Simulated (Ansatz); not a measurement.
# FGeH₅OSi: small, medium and large basis sets

Aim: see how fast density functionals converge with the basis set for FGeH₅OSi.

Program: Ansatz 0.2.0, Gaussian basis. Level of theory: one geometry, several basis sets. These are calculated values, not measurements.

The runs, in order: PBE0-D4/def2-SVP; ωB97M-V/def2-SVP; PBE0-D4/def2-QZVPP; ωB97M-V/def2-QZVPP; the functionals' def2-TZVPP values are taken from earlier runs.

## (1) The relaxed structure

All runs share one geometry, relaxed beforehand with PBE0-D4 in a triple-zeta def2 set.

9 atoms, charge 0, spin multiplicity 1.

Atoms are counted from 1 here; the program's logs count them from 0.

Bond lengths: F1–Si2 1.598 Å, Si2–O3 1.614 Å, Si2–H5 1.477 Å, Si2–H6 1.483 Å, O3–Ge4 1.783 Å, Ge4–H7 1.537 Å, Ge4–H8 1.532 Å, Ge4–H9 1.533 Å. Angles: F1–Si2–O3 110.3°, F1–Si2–H5 107.5°, F1–Si2–H6 106.1°, O3–Si2–H5 108.6°, O3–Si2–H6 111.3°, H5–Si2–H6 112.9°, Si2–O3–Ge4 136.3°, O3–Ge4–H7 108.1°, O3–Ge4–H8 105.5°, O3–Ge4–H9 107.5°, H7–Ge4–H8 111.9°, H7–Ge4–H9 111.6°, H8–Ge4–H9 112.0°.

## (2) PBE0-D4 in def2-SVP

Contents of in.yaml:

```yaml
crystal:
  periodic: [false, false, false]
  atoms:
    - {symbol: F, position_ang: [-2.030889, 0.949865, 0.787826]}
    - {symbol: Si, position_ang: [-0.668560, 1.387972, 0.075635]}
    - {symbol: O, position_ang: [0.001018, 0.127523, -0.678120]}
    - {symbol: Ge, position_ang: [0.749626, -1.415518, -0.192254]}
    - {symbol: H, position_ang: [-1.003314, 2.415151, -0.932022]}
    - {symbol: H, position_ang: [0.211849, 1.900900, 1.153445]}
    - {symbol: H, position_ang: [1.349133, -1.233352, 1.211598]}
    - {symbol: H, position_ang: [1.829867, -1.694706, -1.242081]}
    - {symbol: H, position_ang: [-0.350131, -2.484135, -0.201126]}
basis:
  gaussian: {orbitals: def2-SVP}
hamiltonian: {xc: pbe0, dispersion: d4}
output: {orbitals: {seedname: orbitals}}
```

Started as:

```console
> ansatz run in.yaml --threads 4 --pin off --events-out ev --progress --plain --max-ram 10444MiB
```

After this run come: ωB97M-V in def2-SVP; PBE0-D4 in def2-QZVPP; ωB97M-V in def2-QZVPP.

**Question.** What will the summary of the whole plan be? Wanted: PBE0-D4: double and triple zeta above quadruple; ωB97M-V: double and triple zeta above quadruple.

As calculated:

```
                                       quantity           value
PBE0-D4: double and triple zeta above quadruple  18.07, 1.81 eV
ωB97M-V: double and triple zeta above quadruple  18.12, 1.73 eV
```

PBE0-D4 gains 16.26 eV from double to triple zeta, then 1.81 eV more. Total energies overstate the basis error of differences, where much of it tends to cancel. The LUMO of ωB97M-V is positive and keeps falling with the basis (2.06 to 1.22 eV): an unbound level that the basis holds in place.
